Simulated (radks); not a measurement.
# Ionisation energy and size from Gd to Re

The task here is to estimate one member of a computed series from the others.

Method: scalar-relativistic Kohn-Sham, PBE, spin-unpolarised, spherical densities, finite nucleus. Code: radks (a radial shooting solver on a logarithmic mesh, Libxc functionals) version 1.

## The atom as given

| Item | Value |
| --- | --- |
| species | Gd, Tb, Dy, Ho, Er, Tm, Yb, Lu, Hf, Ta, W, Re |
| runs | 24, each species and its next ion |

The first run:

Input:

```text
Z 64
configuration [Xe] 4f7 5d1 6s2
relativity scalar-relativistic
functional pbe,pbe
spin unpolarised
nucleus finite rms 5.1569 fm
c 137.035999084
```

Among the steps run: Gd, [Xe] 4f7 5d1 6s2.

One table of the session follows, with a row left open; its other results are not shown here.

It belongs to the step «Gd, [Xe] 4f7 5d1 6s2». Radial moments (bohr):

```
level     <r>  outermost maximum (interpolated)  90 % within  nodes
   4s  0.5528                             0.516        0.794      3
   4p  0.5851                             0.538        0.851      2
   4d  0.6359                             0.559        0.955      1
   5s   1.333                              1.20         1.92      4
   5p   1.561                              1.35         2.29      3
   4f       ?                                 ?            ?      ?
   6s   3.991                              3.39         5.90      5
   5d   2.848                              1.96         4.70      2
```

**Question.** Estimate the row for 4f.

The run gave: <r>: 0.8661; outermost maximum (interpolated): 0.567; 90 % within: 1.49; nodes: 0. In the column «<r>» it lies between 4d (0.6359) and 5s (1.333).

Limits of these values: For Gd, Tb, Dy, Ho, Er, Tm, Yb, Lu, Hf, Ta, W, Re the highest level isn't the widest one, so −ε(HOMO) and <r> belong to different orbitals, and Δ-SCF follows the ion's typed configuration. Spin polarisation and multiplet splitting are left out, so open shells lie too high by an amount that depends on their filling.
